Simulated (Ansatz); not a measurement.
**CH₃FOSeSi: one species, many methods**

Aim: compute CH₃FOSeSi with functionals from several rungs and with coupled cluster. The yardstick is the atomisation energy at the CCSD(T) limit.

Program: Ansatz 0.2.0, Gaussian basis. Level of theory: functionals in def2-TZVPP, the program's frozen cores in correlated methods. These are calculated values, not measurements.

Levels to be run: PBE-D4, r2SCAN-D4, PBE0-D4, B3LYP-D4, ωB97X-V, ωB97M-V, B2PLYP; CCSD(T)/def2-TZVPP; MP2/def2-QZVPP; extrapolation to the limit.

## 1. The relaxed structure

An earlier PBE0-D4 in a triple-zeta def2 set relaxation fixed the geometry.

SMILES `FC1O[SiH2][Se]1`, 8 atoms, charge 0, spin multiplicity 1.

Atoms are counted from 1 here; the program's logs count them from 0.

Bond lengths: F1–C2 1.350 Å, C2–O3 1.380 Å, C2–Se5 2.017 Å, C2–H6 1.091 Å, O3–Si4 1.676 Å, Si4–Se5 2.258 Å, Si4–H7 1.482 Å, Si4–H8 1.481 Å. Angles: F1–C2–O3 110.3°, F1–C2–Se5 111.2°, F1–C2–H6 108.1°, O3–C2–Se5 104.1°, O3–C2–H6 112.4°, Se5–C2–H6 110.8°, C2–O3–Si4 102.5°, O3–Si4–Se5 85.6°, O3–Si4–H7 112.9°, O3–Si4–H8 111.5°, Se5–Si4–H7 118.2°, Se5–Si4–H8 116.9°, H7–Si4–H8 109.7°, C2–Se5–Si4 67.7°.

## 2. PBE-D4 (GGA)

Contents of in.yaml:

```yaml
crystal:
  periodic: [false, false, false]
  atoms:
    - {symbol: F, position_ang: [-1.465709, 1.610288, 0.341037]}
    - {symbol: C, position_ang: [-0.226183, 1.076265, 0.382649]}
    - {symbol: O, position_ang: [0.093686, 0.511367, -0.835515]}
    - {symbol: Si, position_ang: [0.312615, -1.102738, -0.441936]}
    - {symbol: Se, position_ang: [-0.140631, -0.468496, 1.677302]}
    - {symbol: H, position_ang: [0.472681, 1.862904, 0.671714]}
    - {symbol: H, position_ang: [-0.650386, -1.998280, -1.125305]}
    - {symbol: H, position_ang: [1.696028, -1.548411, -0.725846]}
basis:
  gaussian: {orbitals: def2-TZVPP}
hamiltonian: {xc: pbe, dispersion: d4}
output: {forces: true, orbitals: {seedname: orbitals}}
```

Launch:

```console
$ ansatz run in.yaml --threads 4 --pin off --events-out ev --progress --plain --max-ram 10444MiB
```

Further steps of the session: r2SCAN-D4 (meta-GGA); PBE0-D4 (hybrid); B3LYP-D4 (hybrid); ωB97X-V (range-separated); ωB97M-V (range-separated); B2PLYP (double hybrid); CCSD(T) in def2-TZVPP; MP2 in def2-QZVPP.

Q: Predict the results of all the runs planned. Wanted: atomisation energy, CCSD(T)/CBS; farthest; mean size of error, hybrid; mean size of error, range-separated; gap, smallest and largest; T1 diagnostic; triples share of the correlation energy.

The runs gave:

```
                               quantity                                 value
        atomisation energy, CCSD(T)/CBS                         2874.1 kJ/mol
 functionals within 28.7 kJ/mol (1.0 %)  r2SCAN-D4, PBE0-D4, ωB97X-V, ωB97M-V
                               farthest                 PBE-D4 (+73.3 kJ/mol)
             mean size of error, hybrid                           22.4 kJ/mol
    mean size of error, range-separated                            8.4 kJ/mol
              gap, smallest and largest  4.22 eV (PBE-D4), 10.69 eV (ωB97X-V)
                          T1 diagnostic                                0.0117
triples share of the correlation energy                                 3.8 %
```

In words: PBE-D4 is off by +73.3 kJ/mol. Double hybrids carry the basis error of their MP2 part in triple zeta, and no dispersion term here, so their miss is partly the set-up's. The reference freezes the cores and leaves out relativity and excitations past (T), and its outer-core shells are covered unevenly, so misses under about 28.7 kJ/mol can't be ranked. All levels share the lack of spin-orbit coupling, which lowers the free heavy atoms and so the true binding. Hartree-Fock recovers 67 % of the binding; the rest is correlation. The gap grows from 4.2 to 10.7 eV across the functionals, mostly with the share of exact exchange. Correlated methods include outer-core shells of Se, which these sets cover unevenly.
